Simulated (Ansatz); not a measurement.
# KTaO3: the cost of one run

Computed with Ansatz 0.2.0 (DFT r2SCAN, scalar-relativistic, plane waves, PAW, unless a step's input says otherwise).

## 1. The starting structure

It takes space group Pm-3m (No. 221, cubic). The conventional cell has a = 3.980 Å, b = 3.980 Å, c = 3.980 Å, α = 90.00°, β = 90.00°, γ = 90.00°. K (site symmetry m-3m) is surrounded by 12 O at 2.81 Å. Ta (site symmetry m-3m) is surrounded by 6 O at 1.99 Å. O (site symmetry 4/mmm) is surrounded by 2 Ta at 1.99 Å and 4 K at 2.81 Å.

As a file:

```
CELL_PARAMETERS angstrom
3.98000 0.00000 0.00000
0.00000 3.98000 0.00000
0.00000 0.00000 3.98000
ATOMIC_POSITIONS crystal
K 0.00000 0.00000 0.00000
Ta 0.50000 0.50000 0.50000
O 0.50000 0.50000 0.00000
O 0.50000 0.00000 0.50000
O 0.00000 0.50000 0.50000
```

## 2. Relaxing cell and atoms: KTaO3, no spin

input.yaml reads:

```yaml
crystal:
  lattice:
    - [3.98, 0.0, 0.0]
    - [0.0, 3.98, 0.0]
    - [0.0, 0.0, 3.98]
  atoms:
    - { symbol: K, position: [0.0, 0.0, 0.0] }
    - { symbol: Ta, position: [0.5, 0.5, 0.5] }
    - { symbol: O, position: [0.5, 0.5, 0.0] }
    - { symbol: O, position: [0.5, 0.0, 0.5] }
    - { symbol: O, position: [0.0, 0.5, 0.5] }
scf:
  occupations: { method: fixed }
output:
  forces: true
  stress: true
  eigenvalues: true
hamiltonian:
  xc: r2scan
kpoints:
  mp_grid: { grid: [8, 8, 8] }
relax:
  f_tol: 0.002
  cell: { stress_tol: 0.02 }
```

Command:

```sh
$ ansatz run input.yaml --threads 2 --pin off --max-ram 6144MiB --backend cpu --events-out ev --progress --plain --runs-dir out
```

What time and memory should one allow on 2 threads of Intel Xeon at 2.30GHz, shared host?

About 13 s, with a peak of 0.56 GiB.
